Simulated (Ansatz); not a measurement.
# Li (Im-3m): compression over a wide range

An exercise on one series of results from a longer session: the logs are not shown, and one member is left open.

Program: Ansatz 0.2.0. Level of theory: DFT PBEsol, scalar-relativistic, plane waves, PAW. These are calculated values, not measurements.

### The system as given

The structure is cubic, space group Im-3m (No. 229). The conventional cell has a = 3.433 Å, b = 3.433 Å, c = 3.433 Å, α = 90.00°, β = 90.00°, γ = 90.00°. Li (site symmetry m-3m) is surrounded by 8 Li at 2.97 Å.

As a file:

```cif
data_structure
_symmetry_space_group_name_H-M 'P 1'
_symmetry_Int_Tables_number 1
_cell_length_a 2.9733
_cell_length_b 2.9733
_cell_length_c 2.9733
_cell_angle_alpha 109.471
_cell_angle_beta 109.471
_cell_angle_gamma 109.471
_cell_volume 20.24
loop_
_atom_site_label
_atom_site_type_symbol
_atom_site_fract_x
_atom_site_fract_y
_atom_site_fract_z
_atom_site_occupancy
Li1 Li 0.00000 0.00000 0.00000 1
```

An earlier run at PBEsol left this cell at 20.235 Å³/atom and 0.00 GPa (18×18×18 mesh).

The first run:

The input, input.yaml:

```yaml
crystal:
  lattice:
    - [-1.693449791, 1.693449791, 1.693449791]
    - [1.693449791, -1.693449791, 1.693449791]
    - [1.693449791, 1.693449791, -1.693449791]
  atoms:
    - { symbol: Li, position: [0.0, 0.0, 0.0] }
basis:
  ecutwfc: 420
  ecutrho_ratio: 4
kpoints:
  mp_grid: { grid: [18, 18, 18] }
hamiltonian:
  xc: pbesol
scf:
  occupations: { method: gaussian, width: 0.05 }
output:
  forces: true
  stress: true
  eigenvalues: true
```

Launch:

```sh
$ ansatz run input.yaml --threads 1 --pin off --max-ram 2560MiB --backend cpu --events-out ev --progress --plain --runs-dir out
```

Steps of the session up to this table: Volume × 0.96; Volume × 1.04; Volume × 0.92; Volume × 0.88; Volume × 0.84; Volume × 0.8.

One of the session's tables, all rows but one given; the rest of the session is left out.

It belongs to the step «The curve». 

```
volume (Å³/atom)  energy above the lowest (meV/atom)  pressure (GPa)
          16.188                                47.9             4.4
          16.997                                28.8             3.2
          17.807                                   ?               ?
          18.616                                 6.3             1.3
          19.426                                 1.5             0.6
          20.235                                 0.0             0.0
          21.045                                 1.3            -0.5
```

Q: Estimate the row for volume (Å³/atom) = 17.807 from the others.

Worked estimate for «energy above the lowest (meV/atom)». A straight line through the neighbours (16.997, 28.8) and (18.616, 6.3) gives 28.8 + (6.3 − 28.8) × (17.807 − 16.997) / (18.616 − 16.997) = 17.5; a parabola fitted to 4 rows on both sides gives 15.2.

The run gave: energy above the lowest (meV/atom): 15.3; pressure (GPa): 2.2. In «energy above the lowest (meV/atom)» the line misses by +2.2 and the parabola by -0.1.

Limits of these values: The k mesh is not the same at all volumes. Other structures may be lower in enthalpy at these pressures.
